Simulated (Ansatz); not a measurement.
Set up this calculation in Ansatz 0.2.0, as the native input.

```
Task                : phonons
Functional          : PBE
Potentials or basis : all-electron LAPW, scalar-relativistic
Cutoff              : 262 eV (chosen from the basis error)
Basis error allowed : 0.002 eV/atom
k mesh              : 8 × 8 × 8
Occupations         : fermi-dirac, width 0.05 eV
Spin                : no spin polarisation
```

The system is GaF.

```
Ga F
1.0
     0.00000    2.84624    2.84624
     2.84624    0.00000    2.84624
     2.84624    2.84624    0.00000
Ga F
1 1
Direct
  0.25000 0.25000 0.25000
  0.00000 0.00000 0.00000
```

The cell was built by a generator and needn't be a form met in nature.

These files were run (other wordings do the same):

input.yaml

```yaml
crystal:
  lattice:
    - [0.0, 2.84624, 2.84624]
    - [2.84624, 0.0, 2.84624]
    - [2.84624, 2.84624, 0.0]
  atoms:
    - { symbol: Ga, position: [0.25, 0.25, 0.25] }
    - { symbol: F, position: [0.0, 0.0, 0.0] }
kpoints:
  mp_grid: { grid: [8, 8, 8] }
scf:
  occupations: { method: fermi_dirac, width: 0.05 }
hamiltonian:
  xc: pbe
  pseudopotentials: { kind: all_electron, lapw: { basis_error: 0.002 } }
output: {}
phonons:
  method: fd
  supercell: [1, 1, 1]
```

Potentials or basis: all-electron LAPW, scalar-relativistic.

The run is started by

```sh
$ ansatz run input.yaml --threads 1 --pin off --max-ram 3072MiB --backend cpu --events-out ev --progress --plain --runs-dir out
```

It gave:

The band gap on the k mesh is 2.27 eV, indirect (least direct gap 2.28 eV). The highest phonon frequency at Γ, LO-TO splitting left out is 61 cm⁻¹.

Run time: 87 s on 1 thread of Intel(R) Xeon(R) Processor @ 2.50GHz (Skylake/Cascade Lake), on a shared host, peak memory 0.39 GiB.
